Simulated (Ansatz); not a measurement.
## AlBFH5Si, SMILES F[B]([AlH2])[SiH3]: a single point in a Gaussian basis, step by step

Computed with Ansatz 0.2.0 through its Python package.

Typed at the interpreter:
```pycon
>>> from dataclasses import dataclass
>>> import ansatz as az
>>> from ase import Atoms
>>> import numpy as np
>>> @dataclass(frozen=True)
... class Options:
...     basis: str = "cc-pVTZ"
...     xc: str = "lc_wpbe"
...
>>> cfg = Options()
>>> atoms = Atoms(["F", "B", "Al", "Si", "H", "H", "H", "H", "H"], positions=[
...     (1.3457, -1.3153, -1.2957),
...     (0.476, -0.386, -0.5146),
...     (0.3937, 1.6367, -0.9536),
...     (-0.4976, -1.0744, 0.9528),
...     (1.2923, 2.212, -2.1669),
...     (-0.4804, 2.6249, -0.0583),
...     (-1.9677, -0.8013, 0.7189),
...     (-0.3279, -2.5205, 1.05),
...     (-0.1458, -0.4226, 2.2504),
... ])
>>> molecule = az.Crystal.molecule_from_ase(atoms)
>>> calculation = (
...     molecule.calculation()
...     .basis(gaussian=cfg.basis)  # atom-centred Gaussian functions
...     .functional(cfg.xc)
...     .forces()  # minus the gradient of the free energy
... )
>>> r = calculation.session().plan(threads=1).execute().report

>>> for key in ("converged", "free_energy_ev", "reference_energy_ev", "n_frozen", "n_occupied", "n_virtual"):
...     print(f"{key:22s} {r[key]}")
...
converged              True
free_energy_ev         -17943.034070626
reference_energy_ev    -17943.034070626
n_frozen               0
n_occupied             [23, 23]
n_virtual              [175, 175]
>>> field = r["mean_field"]
>>> print("<S^2> =", round(abs(field["state"]["spin_squared"]), 4), " relativity:", field["relativity"])
<S^2> = 0.0  relativity: none
>>> print("passes:", field["passes"])
passes: {'evaluations': 16, 'products': 15}
>>> if "symmetry" in field:
...     print("occupied orbitals by irrep:", field["symmetry"]["occupied"])
...
occupied orbitals by irrep: [{'A': 23}, {'A': 23}]
>>> symbols = [site.symbol for site in molecule.cartesian_sites]
>>> forces = np.array(r["forces_ev_ang"])
>>> print("largest force", round(float(np.linalg.norm(forces, axis=1).max()), 4), "eV/A, rms", round(float(np.sqrt((forces ** 2).mean())), 4))
largest force 5.0797 eV/A, rms 1.3816
>>> charges = r["charge_distribution"]
>>> print("dipole moment", round(4.803205 * float(np.linalg.norm(charges["dipole_moment_e_ang"])), 3), "D")
dipole moment 1.208 D
>>> print("Mulliken:", [(s, round(q, 3)) for s, q in zip(symbols, charges["mulliken_charges_e"])])
Mulliken: [('F', -0.222), ('B', 0.185), ('Al', 0.273), ('Si', 0.009), ('H', -0.106), ('H', -0.105), ('H', -0.021), ('H', -0.005), ('H', -0.009)]
```

What to keep in mind:
- The settings weren't tested for convergence.
- The geometry is a force-field or estimated start, not a minimum of this method, and the basis set is short of its limit.
- Finished in 6.5 s on 1 thread of Intel(R) Xeon(R) Platinum 8488C (Sapphire Rapids), with other jobs on the host, peak memory 0.39 GiB.

(Lines on the test bed's own set-up are left out of the output.)
